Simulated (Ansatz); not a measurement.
# MoH4: properties of a relaxed candidate

Program: Ansatz 0.2.0. Level of theory: DFT PBE, scalar-relativistic, plane waves, PAW. These are calculated values, not measurements.

### Step 1. The structure to begin with

Symmetry: P6/mmm, No. 191, hexagonal system. Conventional cell: a = 2.856 Å, b = 2.856 Å, c = 5.183 Å, α = 90.00°, β = 90.00°, γ = 120.00°. H (site symmetry 3m) is surrounded by 3 H at 1.65 Å and 3 Mo at 2.00 Å. Mo (site symmetry 6/mmm) has 12 H at 2.00 Å as nearest neighbours.

Structure file:

```cif
data_structure
_symmetry_space_group_name_H-M 'P 1'
_symmetry_Int_Tables_number 1
_cell_length_a 2.8565
_cell_length_b 2.8565
_cell_length_c 5.1831
_cell_angle_alpha 90.000
_cell_angle_beta 90.000
_cell_angle_gamma 120.000
_cell_volume 36.62
loop_
_atom_site_label
_atom_site_type_symbol
_atom_site_fract_x
_atom_site_fract_y
_atom_site_fract_z
_atom_site_occupancy
H1 H 0.33333 0.66667 0.21826 1
H2 H 0.33333 0.66667 0.78174 1
H3 H 0.66667 0.33333 0.21826 1
H4 H 0.66667 0.33333 0.78174 1
Mo1 Mo 0.00000 0.00000 0.00000 1
```

The cell was relaxed beforehand at this level, starting from a generated guess, and another structure or a mixture of phases may lie lower. At a tolerance of 0.05 Å it has space group P6/mmm (No. 191); it has 7.32 Å³/atom, an uncorrected energy of +0.36 eV/atom over the elements.

### Step 2. Static run: bands, density of states and charges

File input.yaml:

```yaml
crystal:
  lattice:
    - [2.8564592656, 0.0, 0.0]
    - [-1.4282296328, 2.4737662889, 0.0]
    - [0.0, 0.0, 5.1830589513]
  atoms:
    - { symbol: H, position: [0.3333333333, 0.6666666667, 0.2182637002] }
    - { symbol: H, position: [0.3333333333, 0.6666666667, 0.7817362998] }
    - { symbol: H, position: [0.6666666667, 0.3333333333, 0.2182637002] }
    - { symbol: H, position: [0.6666666667, 0.3333333333, 0.7817362998] }
    - { symbol: Mo, position: [0.0, 0.0, 0.0] }
basis:
  ecutwfc: 420
kpoints:
  mp_grid: { grid: [18, 18, 8] }
  band_path:
    path:
      - [[0.0, 0.0, 0.0], [0.5, 0.0, 0.0], [0.33333333, 0.33333333, 0.0], [0.0, 0.0, 0.0], [0.0, 0.0, 0.5], [0.5, 0.0, 0.5], [0.33333333, 0.33333333, 0.5], [0.0, 0.0, 0.5]]
      - [[0.5, 0.0, 0.5], [0.5, 0.0, 0.0]]
      - [[0.33333333, 0.33333333, 0.5], [0.33333333, 0.33333333, 0.0]]
    npoints: 14
hamiltonian:
  xc: pbe
scf:
  occupations: { method: gaussian, width: 0.1 }
  n_extra_bands: 12
output:
  forces: true
  stress: true
  eigenvalues: true
  populations: true
  dos: { projected: true, de: 0.02, nscf_kmesh: { grid: [22, 22, 10] } }
  bader: true
  write_density: true
  write_potential: true
  elf: true
  volumetric_format: npy
```

Command:

```sh
ansatz run input.yaml --threads 1 --pin off --max-ram 2048MiB --backend cpu --events-out ev --progress --plain --runs-dir out
```

**Question.** How long does this run take on 1 thread of Intel Xeon Platinum 8488C (Sapphire Rapids), shared host, and how much memory does it need?

About 27 s, with a peak of 0.48 GiB.
